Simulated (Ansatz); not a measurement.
Turn this script for the Python package of Ansatz (0.2.0) into the input file that the command-line program reads.

`n.py`
```python
import logging
import sys

import ansatz as az
import numpy as np

logging.basicConfig(stream=sys.stdout, format="%(levelname)s %(message)s")
logger = logging.getLogger("n")
logger.setLevel(logging.INFO)

lattice = az.Lattice.of(
    (4.084062, 0.0, 0.0),
    (0.0, 4.084062, 0.0),
    (0.0, 0.0, 5.345913),
)
sites = [
    ("N", (0.904275, 0.904275, 0.0)),
    ("N", (0.595725, 0.404275, 0.5)),
    ("N", (0.095725, 0.095725, 0.0)),
    ("N", (0.404275, 0.595725, 0.5)),
]
crystal = az.Crystal(lattice=lattice)
for symbol, position in sites:
    crystal = crystal.atom(symbol, position)

setup = (
    crystal.calculation()
    .functional("LDA")
    .pseudopotentials("paw")
    .basis(420)
    .kpoints(5, 5, 4)
    .scf(tolerance=1e-07)
    .occupations("fixed")
    .dielectric()
)
res = setup.run(threads=1, pin="off")
response = res.dielectric
eps = np.asarray(response.eps_inf)

logger.info(f"mean eps_inf {np.trace(eps) / 3:.3f}, fraction of exact exchange 1/eps = {3 / np.trace(eps):.3f}")
print(np.array2string(eps, precision=3, suppress_small=True))
for index, (site, z) in enumerate(zip(res.lattice.sites, response.zstar_e)):
    print("Born charge tensor of", site.symbol, index)
    print(np.round(z, 3) + 0.0)
logger.info(f"charge neutrality missed by {response.zstar_sum_residual_pre_e:.4f} e before the sum rule")
```

Output of `python n.py`:
```text
INFO mean eps_inf 1.633, fraction of exact exchange 1/eps = 0.612
[[ 1.68   0.     0.   ]
 [-0.     1.68   0.   ]
 [ 0.     0.     1.539]]
Born charge tensor of N 0
[[ 0.    -0.002  0.   ]
 [-0.002  0.     0.   ]
 [ 0.     0.     0.   ]]
Born charge tensor of N 1
[[0.    0.002 0.   ]
 [0.002 0.    0.   ]
 [0.    0.    0.   ]]
Born charge tensor of N 2
[[ 0.    -0.002  0.   ]
 [-0.002  0.     0.   ]
 [ 0.     0.     0.   ]]
Born charge tensor of N 3
[[0.    0.002 0.   ]
 [0.002 0.    0.   ]
 [0.    0.    0.   ]]
INFO charge neutrality missed by 0.0010 e before the sum rule
```

`input.yaml`:
```yaml
crystal:
  lattice:
    - [4.084062, 0.0, 0.0]
    - [0.0, 4.084062, 0.0]
    - [0.0, 0.0, 5.345913]
  atoms:
    - { symbol: "N", position: [0.904275, 0.904275, 0.0] }
    - { symbol: "N", position: [0.595725, 0.404275, 0.5] }
    - { symbol: "N", position: [0.095725, 0.095725, 0.0] }
    - { symbol: "N", position: [0.404275, 0.595725, 0.5] }
basis:
  ecutwfc: 420.0
kpoints:
  mp_grid:
    grid: [5, 5, 4]
hamiltonian:
  xc: lda
  pseudopotentials:
    kind: paw
scf:
  convergence:
    dr2_threshold: 1.0e-07
  occupations:
    method: fixed
dielectric: {}
```

What to keep in mind:
- With fixed filling the reported Fermi level is the top filled level among the k-points of the SCF.
- No spin polarisation was allowed.
- Averages over directions belong to no single polarisation, least of all in layered crystals.
- Pressure is positive in compression.
- This isn't the structure that N takes at ambient conditions.
- This is the electronic (clamped-ion) response; a semilocal gap that is too small tends to raise it. The typed mesh is that of the SCF; the response is solved on denser meshes that the run picks.
- Hardware and time: 13 s on 1 thread of Arm Neoverse V2, with other jobs on the host, peak memory 0.45 GiB.

(Lines on the test bed's own set-up are left out of the output.)
